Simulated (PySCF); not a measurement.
# GeH₃Cl: electronic excitations at several levels of theory, part 2 of 2

PySCF 2.14.0. Atoms count from 0. Earlier steps stand in the parts before.

## Step 10: Excited states and response: wB97X-D/def2-SVPD

Job settings and geometry (Å):

```
{"job": {"kind": "uv", "xc": "wB97X-D", "basis": "def2-SVPD", "ip": true}, "charge": 0, "multiplicity": 1}
Cl     2.025092    -0.049680    -0.049381
Ge    -0.138718    -0.018750    -0.016792
H     -0.582124     1.418757    -0.319863
H     -0.583861    -0.459651     1.383829
H     -0.628290    -0.995447    -1.094283
```

Level: TDDFT wB97X-D/def2-SVPD, vertical, gas phase, core orbitals frozen in the response.

Log:

```text
coarse grid: 21152 points
cycle   1  E = -2538.6615806445  dE = -7.154e-01  |g| = 4.436e-01  |ddm| = 2.131e+00
cycle   2  E = -2538.6727820289  dE = -1.120e-02  |g| = 4.432e-01  |ddm| = 7.841e-01
cycle   3  E = -2538.7004573138  dE = -2.768e-02  |g| = 2.008e-02  |ddm| = 3.765e-01
cycle   4  E = -2538.7005804984  dE = -1.232e-04  |g| = 8.642e-03  |ddm| = 6.655e-02
cycle   5  E = -2538.7006036703  dE = -2.317e-05  |g| = 1.548e-03  |ddm| = 2.338e-02
cycle   6  E = -2538.7006045057  dE = -8.354e-07  |g| = 2.984e-04  |ddm| = 5.375e-03
final grid: 40904 points
cycle   7  E = -2538.7000359011  dE = -5.966e-07  |g| = 8.246e-04  |ddm| = 2.915e-03
cycle   8  E = -2538.7000359877  dE = -8.661e-08  |g| = 5.785e-04  |ddm| = 1.764e-03
cycle   9  E = -2538.7000360609  dE = -7.322e-08  |g| = 6.648e-05  |ddm| = 7.067e-04
cycle  10  E = -2538.7000360617  dE = -7.294e-10  |g| = 1.972e-05  |ddm| = 8.093e-05
converged SCF energy = -2538.7000360617

Static polarisability (au): isotropic 45.900, principal 42.095 42.100 53.504

Singlet excitations
state   eV       nm        f      main configurations
  1   6.9728    177.8   0.01923   H->L 0.80, H-1->L 0.09
  2   6.9730    177.8   0.01924   H-1->L 0.80, H->L 0.09
  3   8.1767    151.6   0.00984   H->L+1 0.89
  4   8.1770    151.6   0.00981   H-1->L+1 0.89
  5   8.7791    141.2   0.00176   H-4->L 0.69, H-3->L 0.13
  6   8.7791    141.2   0.00177   H-3->L 0.69, H-4->L 0.13
  7   8.7986    140.9   0.00000   H->L+3 0.47, H-1->L+2 0.47
  8   9.0173    137.5   0.02940   H->L+2 0.33, H-1->L+3 0.32, H-2->L 0.30
  9   9.0823    136.5   0.01545   H-1->L+3 0.45, H->L+2 0.44
 10   9.0825    136.5   0.01543   H->L+3 0.45, H-1->L+2 0.45

Triplet excitations (Tamm-Dancoff, eV): 6.5400 6.5401 7.8786 7.8789
Vertical ionisation energy (delta-SCF) = 11.4155 eV
```

It took 9.2 s on 1 thread of Arm Neoverse V1, shared host; peak memory 0.38 GiB.

Key values: HOMO -10.72 eV, LUMO 1.03 eV; lowest singlet 6.97 eV.

## Step 11: Excited states and response: LC-wPBE/def2-SVPD

Job settings and geometry (Å):

```
{"job": {"kind": "uv", "xc": "LC-wPBE", "basis": "def2-SVPD", "ip": true}, "charge": 0, "multiplicity": 1}
Cl     2.025092    -0.049680    -0.049381
Ge    -0.138718    -0.018750    -0.016792
H     -0.582124     1.418757    -0.319863
H     -0.583861    -0.459651     1.383829
H     -0.628290    -0.995447    -1.094283
```

Level: TDDFT LC-wPBE/def2-SVPD, vertical, gas phase, core orbitals frozen in the response.

Log:

```text
coarse grid: 21152 points
cycle   1  E = -2538.1945554216  dE = -7.396e-01  |g| = 5.014e-01  |ddm| = 2.140e+00
cycle   2  E = -2538.2136239194  dE = -1.907e-02  |g| = 4.720e-01  |ddm| = 7.552e-01
cycle   3  E = -2538.2396619766  dE = -2.604e-02  |g| = 2.688e-02  |ddm| = 3.435e-01
cycle   4  E = -2538.2398873150  dE = -2.253e-04  |g| = 1.037e-02  |ddm| = 7.486e-02
cycle   5  E = -2538.2399261305  dE = -3.882e-05  |g| = 1.831e-03  |ddm| = 3.105e-02
cycle   6  E = -2538.2399276405  dE = -1.510e-06  |g| = 3.893e-04  |ddm| = 7.225e-03
final grid: 40904 points
cycle   7  E = -2538.2398241383  dE = -7.937e-08  |g| = 1.847e-04  |ddm| = 1.016e-03
cycle   8  E = -2538.2398241505  dE = -1.215e-08  |g| = 1.519e-04  |ddm| = 3.294e-04
cycle   9  E = -2538.2398241538  dE = -3.294e-09  |g| = 3.222e-05  |ddm| = 1.105e-04
cycle  10  E = -2538.2398241547  dE = -8.968e-10  |g| = 8.693e-06  |ddm| = 9.823e-05
converged SCF energy = -2538.2398241547

Static polarisability (au): isotropic 45.011, principal 41.266 41.268 52.498

Singlet excitations
state   eV       nm        f      main configurations
  1   7.2890    170.1   0.01829   H->L 0.69, H->L+1 0.21
  2   7.2894    170.1   0.01831   H-1->L 0.69, H-1->L+1 0.21
  3   8.6708    143.0   0.01688   H->L+1 0.70, H->L 0.16
  4   8.6713    143.0   0.01683   H-1->L+1 0.70, H-1->L 0.16
  5   9.1089    136.1   0.00199   H-3->L 0.64, H-3->L+1 0.16
  6   9.1095    136.1   0.00200   H-4->L 0.64, H-4->L+1 0.16
  7   9.1707    135.2   0.00000   H-1->L+2 0.43, H->L+3 0.43
  8   9.4782    130.8   0.09331   H-2->L 0.36, H->L+2 0.24, H-1->L+3 0.24
  9   9.5879    129.3   0.02976   H-1->L+3 0.41, H->L+2 0.40
 10   9.5880    129.3   0.02976   H->L+3 0.40, H-1->L+2 0.40

Triplet excitations (Tamm-Dancoff, eV): 6.7396 6.7399 7.9949 7.9958
Vertical ionisation energy (delta-SCF) = 11.5885 eV
```

Run time: 11 s. Hardware: 1 thread of Arm Neoverse V1, shared host; peak memory 0.38 GiB.

Key values: HOMO -11.62 eV, LUMO 1.31 eV; lowest singlet 7.29 eV.

## Step 12: TDDFT and polarisability: PBE0/6-31G*

Job settings and geometry (Å):

```
{"job": {"kind": "uv", "xc": "PBE0", "basis": "6-31G*"}, "charge": 0, "multiplicity": 1}
Cl     2.025092    -0.049680    -0.049381
Ge    -0.138718    -0.018750    -0.016792
H     -0.582124     1.418757    -0.319863
H     -0.583861    -0.459651     1.383829
H     -0.628290    -0.995447    -1.094283
```

With the program's defaults for keys left out, this is: TDDFT PBE0/6-31G*, vertical, gas phase, core orbitals frozen in the response.

Log:

```text
coarse grid: 21152 points
cycle   1  E = -2538.2774833570  dE = -6.325e-01  |g| = 4.182e-01  |ddm| = 1.946e+00
cycle   2  E = -2538.2635866642  dE =  1.390e-02  |g| = 5.123e-01  |ddm| = 8.904e-01
cycle   3  E = -2538.3088712833  dE = -4.528e-02  |g| = 5.437e-03  |ddm| = 4.909e-01
cycle   4  E = -2538.3088793180  dE = -8.035e-06  |g| = 3.626e-03  |ddm| = 1.336e-02
cycle   5  E = -2538.3088829708  dE = -3.653e-06  |g| = 5.291e-04  |ddm| = 4.891e-03
final grid: 40904 points
cycle   6  E = -2538.3088530170  dE = -3.827e-09  |g| = 4.855e-04  |ddm| = 1.455e-03
cycle   7  E = -2538.3088530015  dE =  1.559e-08  |g| = 5.500e-04  |ddm| = 1.481e-03
cycle   8  E = -2538.3088530953  dE = -9.388e-08  |g| = 5.459e-05  |ddm| = 7.612e-04
cycle   9  E = -2538.3088530956  dE = -2.337e-10  |g| = 3.863e-06  |ddm| = 2.067e-05
converged SCF energy = -2538.3088530956

Static polarisability (au): isotropic 34.344, principal 29.980 29.982 43.072

Singlet excitations
state   eV       nm        f      main configurations
  1   6.7430    183.9   0.01202   H->L 0.99
  2   6.7434    183.9   0.01203   H-1->L 0.99
  3   8.7311    142.0   0.00339   H-3->L 0.83, H->L+1 0.15
  4   8.7317    142.0   0.00338   H-4->L 0.83, H-1->L+1 0.15
  5   8.9552    138.4   0.00258   H->L+1 0.78, H-3->L 0.16
  6   8.9556    138.4   0.00258   H-1->L+1 0.78, H-4->L 0.16
  7   9.0850    136.5   0.16193   H-2->L 0.57, H->L+2 0.21, H-1->L+3 0.21
  8   9.2198    134.5   0.00000   H-1->L+2 0.50, H->L+3 0.49
  9   9.4174    131.7   0.01088   H->L+3 0.27, H-1->L+2 0.27, H-1->L+3 0.19
 10   9.4176    131.7   0.01089   H-1->L+3 0.27, H->L+2 0.27, H->L+3 0.19

Triplet excitations (Tamm-Dancoff, eV): 6.2682 6.2684 7.8306 8.1573
```

Wall time 2.1 s (1 thread of Arm Neoverse V1, shared host); peak memory 0.38 GiB.

In short: HOMO -8.68 eV, LUMO -0.41 eV; lowest singlet 6.74 eV.

## Step 13: Ultraviolet spectrum: PBE0/def2-SVP

Job settings and geometry (Å):

```
{"job": {"kind": "uv", "xc": "PBE0", "basis": "def2-SVP"}, "charge": 0, "multiplicity": 1}
Cl     2.025092    -0.049680    -0.049381
Ge    -0.138718    -0.018750    -0.016792
H     -0.582124     1.418757    -0.319863
H     -0.583861    -0.459651     1.383829
H     -0.628290    -0.995447    -1.094283
```

Method: TDDFT PBE0/def2-SVP, vertical, gas phase, core orbitals frozen in the response.

Log:

```text
coarse grid: 21152 points
cycle   1  E = -2538.1785656150  dE = -6.595e-01  |g| = 4.249e-01  |ddm| = 2.012e+00
cycle   2  E = -2538.1640331131  dE =  1.453e-02  |g| = 5.159e-01  |ddm| = 8.869e-01
cycle   3  E = -2538.2101136906  dE = -4.608e-02  |g| = 9.642e-03  |ddm| = 5.003e-01
cycle   4  E = -2538.2101360980  dE = -2.241e-05  |g| = 5.689e-03  |ddm| = 1.850e-02
cycle   5  E = -2538.2101455341  dE = -9.436e-06  |g| = 5.947e-04  |ddm| = 7.277e-03
final grid: 40904 points
cycle   6  E = -2538.2101092368  dE = -1.957e-08  |g| = 5.057e-04  |ddm| = 1.407e-03
cycle   7  E = -2538.2101092283  dE =  8.494e-09  |g| = 5.223e-04  |ddm| = 1.425e-03
cycle   8  E = -2538.2101093088  dE = -8.051e-08  |g| = 6.207e-05  |ddm| = 7.469e-04
cycle   9  E = -2538.2101093092  dE = -3.884e-10  |g| = 4.554e-06  |ddm| = 3.298e-05
converged SCF energy = -2538.2101093092

Static polarisability (au): isotropic 36.051, principal 32.546 32.548 43.061

Singlet excitations
state   eV       nm        f      main configurations
  1   6.9003    179.7   0.00651   H->L 0.99
  2   6.9007    179.7   0.00653   H-1->L 0.99
  3   8.6196    143.8   0.01449   H->L+1 0.76
  4   8.6200    143.8   0.01450   H-1->L+1 0.76
  5   8.7816    141.2   0.00000   H-1->L+2 0.50, H->L+3 0.49
  6   8.9577    138.4   0.01059   H->L+2 0.35, H-2->L 0.34, H-1->L+3 0.30
  7   8.9657    138.3   0.00584   H-3->L 0.74, H->L+3 0.12, H-1->L+2 0.12
  8   8.9661    138.3   0.00617   H-4->L 0.72, H-1->L+3 0.14, H->L+2 0.11
  9   8.9954    137.8   0.02639   H->L+3 0.27, H-1->L+2 0.27, H-3->L 0.14
 10   8.9957    137.8   0.02625   H-1->L+3 0.27, H->L+2 0.27, H-4->L 0.15

Triplet excitations (Tamm-Dancoff, eV): 6.3877 6.3880 7.9158 7.9254
```

Run time: 2.4 s. Hardware: 1 thread of Arm Neoverse V1, shared host; peak memory 0.38 GiB.

Key values: HOMO -8.61 eV, LUMO -0.11 eV; lowest singlet 6.90 eV.

## Step 14: Ultraviolet spectrum: PBE0/def2-TZVP

Job settings and geometry (Å):

```
{"job": {"kind": "uv", "xc": "PBE0", "basis": "def2-TZVP"}, "charge": 0, "multiplicity": 1}
Cl     2.025092    -0.049680    -0.049381
Ge    -0.138718    -0.018750    -0.016792
H     -0.582124     1.418757    -0.319863
H     -0.583861    -0.459651     1.383829
H     -0.628290    -0.995447    -1.094283
```

Level: TDDFT PBE0/def2-TZVP, vertical, gas phase, core orbitals frozen in the response.

Log:

```text
coarse grid: 21152 points
cycle   1  E = -2538.5863266970  dE = -6.274e-01  |g| = 6.811e-01  |ddm| = 1.614e+00
cycle   2  E = -2538.5576741109  dE =  2.865e-02  |g| = 8.483e-01  |ddm| = 7.401e-01
cycle   3  E = -2538.6329759667  dE = -7.530e-02  |g| = 3.052e-02  |ddm| = 4.339e-01
cycle   4  E = -2538.6331073136  dE = -1.313e-04  |g| = 1.384e-02  |ddm| = 2.918e-02
cycle   5  E = -2538.6331594237  dE = -5.211e-05  |g| = 1.908e-03  |ddm| = 1.285e-02
cycle   6  E = -2538.6331604376  dE = -1.014e-06  |g| = 3.931e-04  |ddm| = 1.888e-03
final grid: 40904 points
cycle   7  E = -2538.6331606051  dE = -6.563e-09  |g| = 3.871e-04  |ddm| = 6.738e-04
cycle   8  E = -2538.6331606077  dE = -2.663e-09  |g| = 3.758e-04  |ddm| = 6.168e-04
cycle   9  E = -2538.6331606351  dE = -2.735e-08  |g| = 1.684e-05  |ddm| = 3.027e-04
cycle  10  E = -2538.6331606351  dE = -4.684e-11  |g| = 9.210e-07  |ddm| = 9.590e-06
converged SCF energy = -2538.6331606351

Static polarisability (au): isotropic 42.335, principal 37.979 37.982 51.044

Singlet excitations
state   eV       nm        f      main configurations
  1   6.8492    181.0   0.01457   H->L 0.99
  2   6.8496    181.0   0.01459   H-1->L 0.99
  3   8.2396    150.5   0.02005   H->L+1 0.94
  4   8.2400    150.5   0.02002   H-1->L+1 0.94
  5   8.6862    142.7   0.00000   H-1->L+2 0.50, H->L+3 0.49
  6   8.8108    140.7   0.00098   H-3->L 0.96
  7   8.8115    140.7   0.00096   H-4->L 0.96
  8   8.8445    140.2   0.01003   H->L+2 0.34, H-1->L+3 0.32, H-2->L 0.32
  9   8.8814    139.6   0.02767   H-1->L+3 0.29, H->L+2 0.28, H->L+3 0.20
 10   8.8815    139.6   0.02770   H->L+3 0.28, H-1->L+2 0.28, H-1->L+3 0.20

Triplet excitations (Tamm-Dancoff, eV): 6.3397 6.3400 7.6537 7.6545
```

Wall time 4.3 s (1 thread of Arm Neoverse V1, shared host); peak memory 0.39 GiB.

Key values: HOMO -8.78 eV, LUMO -0.35 eV; lowest singlet 6.85 eV.

## Step 15: Run by run: electronic excitations

Excitations and ground-state properties, with basis size and wall time:

| run | lowest singlet (eV) | brightest (eV) | f | gap (eV) | α (Å³) | μ (D) | functions | time |
| --- | --- | --- | --- | --- | --- | --- | --- | --- |
| HF/def2-SVPD | 8.09 | 10.16 | 0.469 | 13.89 | 6.42 | 2.24 | 89 | 1.9 s |
| LDA/def2-SVPD | 6.03 | 6.03 | 0.015 | 5.81 | 7.24 | 2.02 | 89 | 9.6 s |
| PBE/def2-SVPD | 6.16 | 6.16 | 0.016 | 5.97 | 7.11 | 1.98 | 89 | 13 s |
| B3LYP/def2-SVPD | 6.52 | 6.52 | 0.018 | 7.64 | 6.94 | 2.05 | 89 | 6.4 s |
| PBE0/def2-SVPD | 6.71 | 6.72 | 0.017 | 8.19 | 6.86 | 2.08 | 89 | 6.6 s |
| BHandHLYP/def2-SVPD | 7.13 | 9.19 | 0.057 | 10.19 | 6.69 | 2.15 | 89 | 6.7 s |
| CAM-B3LYP/def2-SVPD | 6.85 | 8.88 | 0.026 | 10.41 | 6.85 | 2.12 | 89 | 7.8 s |
| wB97X-D/def2-SVPD | 6.97 | 9.02 | 0.029 | 11.75 | 6.80 | 2.13 | 89 | 9.2 s |
| LC-wPBE/def2-SVPD | 7.29 | 9.48 | 0.093 | 12.93 | 6.67 | 2.20 | 89 | 11 s |
| PBE0/6-31G* | 6.74 | 9.09 | 0.162 | 8.28 | 5.09 | 2.29 | 56 | 2.1 s |
| PBE0/def2-SVP | 6.90 | 9.00 | 0.026 | 8.50 | 5.34 | 1.96 | 65 | 2.4 s |
| PBE0/def2-TZVP | 6.85 | 8.88 | 0.028 | 8.44 | 6.27 | 1.98 | 103 | 4.3 s |

Measured dipole: 2.13 D (gas; NIST CCCBDB Release 22 (SRD 101), experimental dipoles).

## Step 16: Outcome

This closing draws on all 2 parts.

| quantity | value |
| --- | --- |
| point group | C3v |
| rotational constants (main isotopes) | 77.98, 4.27, 4.27 GHz |
| lowest singlet (HF/def2-SVPD) | 8.09 eV (153 nm), f = 0.023 |
| brightest single state of those computed | state 8, 10.16 eV, f = 0.469 |
| lowest triplet | 7.44 eV |
| vertical ionisation energy (ΔSCF) | 10.63 eV |
| range of the lowest singlet | 6.03 to 8.09 eV |

What this shows: Single values in the summary come from the first run of each kind that ended normally (HF/def2-SVPD), which need not be the best level. The start was shaken at random, so part of the energy gained undoes that. The optimisation took 4 steps and gained 0.083 eV; among the close pairs (by a distance rule), Ge1–H3 changed most, from 1.456 to 1.534 Å. The lowest singlet, at 8.09 eV, is HOMO→LUMO+1 0.52, HOMO→LUMO 0.28 and is weak; of the 10 states computed, the strongest absorption comes from state 8 at 10.16 eV. The lowest triplet lies 0.64 eV below the lowest singlet (triplets in Tamm-Dancoff, singlets in full TDDFT). At HF/def2-SVPD, the highest states lie near or above the ionisation energy, where they hang on the basis. The orbital energy would give 12.09 eV for ionisation, ΔSCF gives 10.63 eV. The dipole moment, 2.24 D, compares with 2.13 D measured. The lowest singlet runs from 6.03 eV (LDA/def2-SVPD) to 8.09 eV (HF/def2-SVPD), while the orbital gap spans 5.81 to 13.89 eV. The lowest state need not be the same one in every run. The runs solved for a few states only, so the brightest column depends on that window. For the measured dipole, wB97X-D/def2-SVPD misses least (0.00 D, 9.2 s) and PBE0/def2-SVP most (0.17 D, 2.4 s); the quickest, HF/def2-SVPD, misses by 0.11 D in 1.9 s. One molecule ranks no method: errors cancel, and vibration and temperature are missing from all runs.
